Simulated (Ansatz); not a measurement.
Born–Oppenheimer molecular dynamics of a periodic cell of 16 atoms, Li (start crystal Li, start structure bcc, volume 1.05 times the crystal's). It starts from a structure without forces on its atoms.

The calculation used Ansatz, DFT LDA, scalar-relativistic, plane waves, PAW. Settings: accuracy low, cutoff 420 eV, k mesh 2x2x2, fermi-dirac smearing 0.16 eV, no spin polarisation.

```yaml
ensemble: NVE (velocity Verlet)
time_step: 3 fs
steps_asked: 200
starting_velocities_drawn_for: 3600 K
seed: 40909
```

Frames 3 fs apart, positions in Å, forces in eV/Å.

Velocities at 420.0 fs (Å/ps):

```
Li 38.00 -6.88 -19.93
Li 1.60 -24.32 12.51
Li 0.95 15.94 -0.76
Li -1.01 8.64 -9.72
Li -1.17 -3.97 -11.04
Li -5.60 -26.61 0.75
Li -2.46 -1.21 -3.46
Li 5.44 15.04 10.48
Li 6.21 -13.54 19.67
Li -8.56 10.69 -27.23
Li -10.79 11.42 -16.02
Li -6.12 -4.03 15.56
Li -9.01 -9.09 9.17
Li -9.58 -0.53 5.36
Li 0.06 19.92 3.49
Li 2.02 8.54 11.16
```

```xyz
16
Lattice="7.0944 0.0000 0.0000 0.0000 7.0944 0.0000 0.0000 0.0000 7.0944" Properties=species:S:1:pos:R:3:forces:R:3 time_fs=420.0 energy_less_start_eV=4.250 T=1418
Li -0.542 2.120 -2.394 -0.14 0.08 -0.26
Li 2.572 -3.005 1.145 -0.19 -1.34 -1.05
Li -2.406 5.408 -0.042 -0.18 0.17 0.30
Li 1.087 -0.188 4.869 0.30 -0.37 -0.52
Li 0.759 1.131 -0.247 -0.39 0.51 0.36
Li 1.554 1.617 2.702 -0.19 0.22 0.11
Li 3.657 4.545 2.776 0.58 0.40 1.42
Li 4.947 0.474 2.940 0.84 -0.34 -1.15
Li -0.763 4.172 2.087 -0.01 -0.45 0.13
Li 1.689 3.883 -1.467 0.69 -0.30 -0.12
Li 3.702 1.962 4.285 -0.65 1.24 -0.02
Li 6.548 4.835 5.463 -0.45 0.08 -0.27
Li 4.567 2.268 -0.459 0.41 0.48 0.31
Li 3.067 0.793 7.870 0.18 -0.49 0.12
Li 3.941 6.871 4.902 -0.30 -0.88 0.75
Li 8.188 5.679 8.137 -0.49 0.98 -0.11
16
Lattice="7.0944 0.0000 0.0000 0.0000 7.0944 0.0000 0.0000 0.0000 7.0944" Properties=species:S:1:pos:R:3:forces:R:3 time_fs=423.0 energy_less_start_eV=4.194 T=1448
Li -0.428 2.100 -2.455 -0.36 0.18 -0.17
Li 2.575 -3.086 1.176 -0.37 -1.28 -1.13
Li -2.405 5.457 -0.043 -0.23 0.14 0.40
Li 1.086 -0.164 4.836 0.30 -0.51 -0.49
Li 0.753 1.123 -0.278 -0.38 0.51 0.41
Li 1.536 1.539 2.705 -0.16 0.23 0.04
Li 3.653 4.544 2.774 0.61 0.53 1.40
Li 4.968 0.517 2.965 0.84 -0.35 -1.17
Li -0.745 4.128 2.147 0.00 -0.40 0.08
Li 1.667 3.913 -1.550 0.77 -0.27 -0.05
Li 3.665 2.004 4.237 -0.57 1.22 0.04
Li 6.527 4.823 5.508 -0.44 0.08 -0.28
Li 4.542 2.244 -0.429 0.49 0.49 0.15
Li 3.039 0.788 7.887 0.21 -0.50 0.14
Li 3.939 6.925 4.918 -0.31 -0.88 0.72
Li 8.191 5.711 8.170 -0.39 0.80 -0.09
16
Lattice="7.0944 0.0000 0.0000 0.0000 7.0944 0.0000 0.0000 0.0000 7.0944" Properties=species:S:1:pos:R:3:forces:R:3 time_fs=426.0 energy_less_start_eV=4.027 T=1533
Li -0.320 2.082 -2.519 -0.52 0.28 -0.08
Li 2.575 -3.183 1.193 -0.47 -1.14 -1.08
Li -2.406 5.508 -0.038 -0.28 0.11 0.48
Li 1.089 -0.147 4.798 0.29 -0.65 -0.42
Li 0.742 1.120 -0.304 -0.37 0.50 0.44
Li 1.516 1.464 2.709 -0.11 0.25 -0.05
Li 3.657 4.549 2.790 0.55 0.63 1.26
Li 5.000 0.556 2.974 0.79 -0.34 -1.10
Li -0.726 4.080 2.207 0.02 -0.35 0.04
Li 1.656 3.940 -1.633 0.79 -0.22 0.00
Li 3.622 2.061 4.189 -0.48 1.07 0.08
Li 6.500 4.813 5.549 -0.40 0.06 -0.29
Li 4.524 2.226 -0.398 0.54 0.48 0.03
Li 3.014 0.777 7.905 0.23 -0.49 0.14
Li 3.934 6.968 4.942 -0.31 -0.79 0.62
Li 8.189 5.753 8.202 -0.29 0.60 -0.07
16
Lattice="7.0944 0.0000 0.0000 0.0000 7.0944 0.0000 0.0000 0.0000 7.0944" Properties=species:S:1:pos:R:3:forces:R:3 time_fs=429.0 energy_less_start_eV=3.787 T=1654
Li -0.218 2.068 -2.583 -0.64 0.39 0.02
Li 2.568 -3.295 1.196 -0.50 -0.93 -0.92
Li -2.410 5.560 -0.027 -0.31 0.07 0.55
Li 1.095 -0.138 4.754 0.28 -0.78 -0.31
Li 0.727 1.124 -0.324 -0.35 0.48 0.45
Li 1.494 1.391 2.711 -0.04 0.27 -0.17
Li 3.668 4.562 2.822 0.44 0.71 1.02
Li 5.043 0.590 2.970 0.69 -0.31 -0.97
Li -0.707 4.027 2.269 0.03 -0.30 -0.01
Li 1.654 3.964 -1.716 0.76 -0.15 0.04
Li 3.572 2.132 4.142 -0.35 0.81 0.10
Li 6.469 4.803 5.587 -0.33 0.01 -0.30
Li 4.513 2.214 -0.366 0.57 0.47 -0.07
Li 2.992 0.760 7.925 0.26 -0.47 0.13
Li 3.924 7.002 4.974 -0.29 -0.64 0.47
Li 8.184 5.802 8.233 -0.21 0.37 -0.04
16
Lattice="7.0944 0.0000 0.0000 0.0000 7.0944 0.0000 0.0000 0.0000 7.0944" Properties=species:S:1:pos:R:3:forces:R:3 time_fs=432.0 energy_less_start_eV=3.543 T=1777
Li -0.124 2.058 -2.648 -0.72 0.48 0.14
Li 2.555 -3.418 1.188 -0.48 -0.66 -0.69
Li -2.419 5.613 -0.010 -0.32 0.02 0.61
Li 1.105 -0.139 4.707 0.25 -0.88 -0.16
Li 0.707 1.134 -0.339 -0.33 0.44 0.42
Li 1.472 1.322 2.712 0.04 0.29 -0.30
Li 3.684 4.585 2.867 0.30 0.74 0.72
Li 5.093 0.621 2.954 0.56 -0.27 -0.81
Li -0.688 3.970 2.330 0.04 -0.23 -0.07
Li 1.661 3.986 -1.798 0.68 -0.07 0.09
Li 3.518 2.213 4.097 -0.22 0.49 0.12
Li 6.433 4.793 5.621 -0.24 -0.04 -0.31
Li 4.508 2.208 -0.335 0.58 0.44 -0.13
Li 2.973 0.737 7.947 0.29 -0.44 0.10
Li 3.911 7.027 5.012 -0.27 -0.46 0.29
Li 8.176 5.856 8.263 -0.17 0.13 -0.01
16
Lattice="7.0944 0.0000 0.0000 0.0000 7.0944 0.0000 0.0000 0.0000 7.0944" Properties=species:S:1:pos:R:3:forces:R:3 time_fs=435.0 energy_less_start_eV=3.363 T=1869
Li -0.038 2.055 -2.711 -0.75 0.55 0.29
Li 2.535 -3.550 1.171 -0.44 -0.34 -0.45
Li -2.432 5.666 0.015 -0.30 -0.03 0.64
Li 1.118 -0.151 4.657 0.20 -0.94 -0.01
Li 0.683 1.150 -0.348 -0.30 0.40 0.38
Li 1.451 1.257 2.709 0.13 0.31 -0.43
Li 3.704 4.616 2.920 0.17 0.76 0.41
Li 5.151 0.648 2.928 0.42 -0.23 -0.65
Li -0.668 3.911 2.390 0.05 -0.15 -0.14
Li 1.678 4.007 -1.880 0.56 0.01 0.16
Li 3.461 2.300 4.053 -0.08 0.14 0.13
Li 6.394 4.783 5.651 -0.15 -0.09 -0.33
Li 4.511 2.207 -0.306 0.59 0.40 -0.18
Li 2.958 0.708 7.970 0.33 -0.40 0.06
Li 3.895 7.047 5.053 -0.24 -0.29 0.11
Li 8.165 5.911 8.293 -0.17 -0.09 0.00
16
Lattice="7.0944 0.0000 0.0000 0.0000 7.0944 0.0000 0.0000 0.0000 7.0944" Properties=species:S:1:pos:R:3:forces:R:3 time_fs=438.0 energy_less_start_eV=3.285 T=1909
Li 0.037 2.058 -2.769 -0.74 0.56 0.45
Li 2.511 -3.685 1.148 -0.40 -0.02 -0.24
Li -2.448 5.719 0.048 -0.26 -0.10 0.65
Li 1.133 -0.174 4.607 0.14 -0.96 0.15
Li 0.655 1.170 -0.352 -0.26 0.34 0.32
Li 1.431 1.195 2.700 0.20 0.34 -0.51
Li 3.726 4.657 2.979 0.09 0.76 0.14
Li 5.214 0.672 2.893 0.28 -0.20 -0.51
Li -0.647 3.849 2.449 0.04 -0.05 -0.22
Li 1.701 4.029 -1.959 0.40 0.11 0.25
Li 3.403 2.389 4.011 0.06 -0.21 0.13
Li 6.354 4.772 5.677 -0.07 -0.13 -0.34
Li 4.521 2.211 -0.279 0.58 0.35 -0.21
Li 2.947 0.675 7.994 0.38 -0.35 0.01
Li 3.875 7.063 5.096 -0.21 -0.13 -0.05
Li 8.153 5.966 8.323 -0.20 -0.30 -0.01
16
Lattice="7.0944 0.0000 0.0000 0.0000 7.0944 0.0000 0.0000 0.0000 7.0944" Properties=species:S:1:pos:R:3:forces:R:3 time_fs=441.0 energy_less_start_eV=3.316 T=1894
Li 0.103 2.069 -2.823 -0.69 0.53 0.61
Li 2.481 -3.821 1.123 -0.38 0.27 -0.09
Li -2.467 5.771 0.089 -0.19 -0.18 0.64
Li 1.151 -0.210 4.559 0.07 -0.92 0.27
Li 0.624 1.195 -0.353 -0.23 0.27 0.25
Li 1.414 1.138 2.685 0.25 0.38 -0.54
Li 3.749 4.708 3.040 0.06 0.77 -0.09
Li 5.280 0.694 2.853 0.15 -0.18 -0.40
Li -0.627 3.787 2.505 0.01 0.07 -0.31
Li 1.729 4.052 -2.036 0.22 0.20 0.36
Li 3.346 2.475 3.970 0.20 -0.54 0.10
Li 6.312 4.759 5.699 0.00 -0.15 -0.35
Li 4.539 2.220 -0.255 0.56 0.30 -0.22
Li 2.940 0.637 8.018 0.43 -0.31 -0.03
Li 3.853 7.078 5.139 -0.19 -0.01 -0.18
Li 8.138 6.016 8.354 -0.26 -0.50 -0.03
16
Lattice="7.0944 0.0000 0.0000 0.0000 7.0944 0.0000 0.0000 0.0000 7.0944" Properties=species:S:1:pos:R:3:forces:R:3 time_fs=444.0 energy_less_start_eV=3.438 T=1832
Li 0.161 2.086 -2.869 -0.59 0.43 0.76
Li 2.447 -3.954 1.096 -0.36 0.53 0.01
Li -2.489 5.820 0.139 -0.10 -0.26 0.60
Li 1.169 -0.257 4.515 -0.01 -0.83 0.36
Li 0.590 1.223 -0.351 -0.19 0.19 0.18
Li 1.400 1.086 2.664 0.26 0.42 -0.48
Li 3.773 4.768 3.099 0.07 0.77 -0.25
Li 5.349 0.713 2.807 0.04 -0.17 -0.32
Li -0.606 3.726 2.557 -0.03 0.21 -0.42
Li 1.760 4.077 -2.107 0.03 0.28 0.50
Li 3.292 2.554 3.930 0.33 -0.83 0.05
Li 6.271 4.744 5.716 0.04 -0.16 -0.36
Li 4.563 2.232 -0.233 0.52 0.26 -0.21
Li 2.939 0.595 8.042 0.47 -0.26 -0.07
Li 3.829 7.092 5.179 -0.16 0.09 -0.27
Li 8.120 6.061 8.383 -0.32 -0.68 -0.08
16
Lattice="7.0944 0.0000 0.0000 0.0000 7.0944 0.0000 0.0000 0.0000 7.0944" Properties=species:S:1:pos:R:3:forces:R:3 time_fs=447.0 energy_less_start_eV=3.621 T=1739
Li 0.212 2.108 -2.905 -0.46 0.28 0.90
Li 2.408 -4.080 1.070 -0.34 0.75 0.05
Li -2.513 5.867 0.195 0.02 -0.36 0.53
Li 1.186 -0.315 4.475 -0.09 -0.69 0.41
Li 0.554 1.254 -0.346 -0.17 0.10 0.12
Li 1.389 1.039 2.636 0.24 0.48 -0.35
Li 3.798 4.838 3.155 0.11 0.76 -0.36
Li 5.417 0.731 2.757 -0.05 -0.17 -0.25
Li -0.585 3.667 2.604 -0.08 0.36 -0.54
Li 1.791 4.106 -2.173 -0.15 0.35 0.64
Li 3.241 2.623 3.892 0.46 -1.05 -0.02
Li 6.230 4.727 5.729 0.07 -0.14 -0.35
Li 4.594 2.248 -0.214 0.47 0.22 -0.19
Li 2.944 0.550 8.064 0.50 -0.21 -0.09
Li 3.802 7.107 5.215 -0.13 0.17 -0.33
Li 8.098 6.096 8.412 -0.38 -0.83 -0.14
16
Lattice="7.0944 0.0000 0.0000 0.0000 7.0944 0.0000 0.0000 0.0000 7.0944" Properties=species:S:1:pos:R:3:forces:R:3 time_fs=450.0 energy_less_start_eV=3.833 T=1630
Li 0.256 2.134 -2.930 -0.33 0.09 1.00
Li 2.364 -4.197 1.044 -0.30 0.92 0.04
Li -2.536 5.908 0.259 0.15 -0.46 0.43
Li 1.203 -0.381 4.440 -0.17 -0.51 0.41
Li 0.516 1.286 -0.340 -0.15 0.00 0.06
Li 1.381 0.997 2.604 0.19 0.53 -0.17
Li 3.824 4.918 3.207 0.15 0.71 -0.41
Li 5.485 0.746 2.704 -0.13 -0.18 -0.20
Li -0.565 3.613 2.644 -0.15 0.52 -0.66
Li 1.820 4.139 -2.231 -0.29 0.38 0.77
Li 3.197 2.679 3.853 0.57 -1.19 -0.11
Li 6.190 4.709 5.738 0.09 -0.12 -0.34
Li 4.631 2.266 -0.198 0.40 0.18 -0.16
Li 2.955 0.502 8.086 0.50 -0.14 -0.10
Li 3.774 7.125 5.248 -0.11 0.23 -0.34
Li 8.071 6.122 8.439 -0.43 -0.97 -0.22
16
Lattice="7.0944 0.0000 0.0000 0.0000 7.0944 0.0000 0.0000 0.0000 7.0944" Properties=species:S:1:pos:R:3:forces:R:3 time_fs=453.0 energy_less_start_eV=4.043 T=1523
Li 0.297 2.161 -2.942 -0.20 -0.10 1.08
Li 2.317 -4.302 1.018 -0.23 1.06 0.00
Li -2.557 5.944 0.327 0.30 -0.58 0.30
Li 1.218 -0.453 4.410 -0.25 -0.29 0.37
Li 0.475 1.317 -0.333 -0.14 -0.11 0.02
Li 1.375 0.963 2.570 0.14 0.57 0.05
Li 3.852 5.006 3.254 0.19 0.63 -0.43
Li 5.552 0.759 2.649 -0.20 -0.18 -0.15
Li -0.548 3.566 2.675 -0.22 0.66 -0.76
Li 1.846 4.177 -2.279 -0.38 0.36 0.87
Li 3.159 2.720 3.812 0.67 -1.24 -0.21
Li 6.151 4.689 5.742 0.10 -0.08 -0.32
Li 4.673 2.286 -0.183 0.30 0.14 -0.11
Li 2.972 0.453 8.106 0.44 -0.06 -0.08
Li 3.744 7.145 5.276 -0.08 0.27 -0.33
Li 8.039 6.135 8.463 -0.46 -1.06 -0.30
```

Of the whole run (600 fs, mean temperature of the second half 1620 K): The conserved energy stayed within 2.2 meV per atom of its start (net change 0.52 meV per atom), so the integration is sound. The temperature averaged 0.45 of the 3600 K drawn at the start: a run that starts near a minimum puts about half its kinetic energy into the potential. A run of 0.6 ps of so small a system gives no equilibrium averages. Limits of this set-up: coarse k mesh, low accuracy level.

Run time: 4 min on 1 thread of AMD EPYC 9B45 (Zen 5), with other jobs on the host, peak memory 0.59 GiB.
